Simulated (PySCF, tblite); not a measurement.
**C4H8AsSi radical: geometry, infrared bands and EPR parameters**

Wanted: the infrared bands and EPR parameters of C4H8AsSi radical (`C#C[SiH2][As]([CH2])C`), by calculation.

Computed with tblite 0.8.0 and PySCF 2.14.0, with density-fitted response routines of our own, on a single molecule in the gas phase. Atoms are numbered from 0 throughout.

**1. The molecule as given**

14 atoms, charge 0, multiplicity 2; geometry from: force field or distance geometry start.

Bonds of the start (Å): C0–C1 1.21, C1–Si2 1.81, Si2–As3 2.34, As3–C4 1.98, As3–C5 1.98, C0–H6 1.05, Si2–H7 1.47, Si2–H8 1.47, C4–H9 1.11, C4–H10 1.11, C5–H11 1.11, C5–H12 1.11, C5–H13 1.11.

**2. Geometry optimisation with GFN2-xTB**

The job: settings as JSON, then the geometry in Å.

```
{"job": {"kind": "relax", "xc": "GFN2-xTB", "basis": "xTB"}, "charge": 0, "multiplicity": 2}
C      2.157400    -2.207900    -1.704200
C      1.824600    -1.282200    -1.001100
Si     1.354200     0.092400     0.083400
As    -0.586100     1.085400    -0.769600
C     -0.942900     2.028700     0.932700
C     -1.726000    -0.455000    -0.259300
H      2.429700    -3.008400    -2.332300
H      2.431200     1.097600     0.121000
H      1.098300    -0.407800     1.440700
H     -1.983600     2.421400     0.920800
H     -0.232700     2.872700     1.029900
H     -1.535200    -0.755900     0.797100
H     -2.792800    -0.169300    -0.357400
H     -1.496700    -1.312000    -0.928900
```

The run is started by

```console
> OMP_NUM_THREADS=1 python probes_run.py task.json out
```

The driver reads the jobs from task.json and runs them one after another.

**Question.** This job is followed by: GFN2-xTB harmonic vibrations, gas phase; UKS B3LYP, def2-TZVP-core on As, pcH-1 on C H Si, non-relativistic, mean-field spin-orbit, GIAO. What will the session give for the following? strongest single infrared mode (GFN2-xTB); zero-point energy (GFN2-xTB); g(iso) (B3LYP); ⟨S²⟩; largest a(iso) (averaged by class); surface potential, 1st and 99th percentile.

**Answer**, as computed:

| quantity | value |
| --- | --- |
| strongest single infrared mode (GFN2-xTB) | 2154 cm⁻¹, 324 km/mol |
| zero-point energy (GFN2-xTB) | 58.4 kcal/mol |
| g(iso) (B3LYP) | 2.00271 |
| ⟨S²⟩ | 0.756 (exact 0.75) |
| largest a(iso) (averaged by class) | 29Si on Si2, -149.5 MHz |
| surface potential, 1st and 99th percentile | -0.77 V and 1.46 V |

**Reading.** Over 70 steps the energy fell by 0.389 eV; of the close pairs, As3–C4 changed most, 1.979 to 1.862 Å. All 36 modes are real, so the xTB geometry is a minimum. The strongest single mode, at 2154 cm⁻¹, moves mainly H8. Unscaled tight-binding wavenumbers are off by several per cent, some by more. Its intensities can rank the bands wrongly. C4 carries the largest spin population, 0.94 e. The isotropic g lies 0.4 ppt above the free-electron value. The hyperfine terms hold no scalar relativity, which the heavier nuclei need.
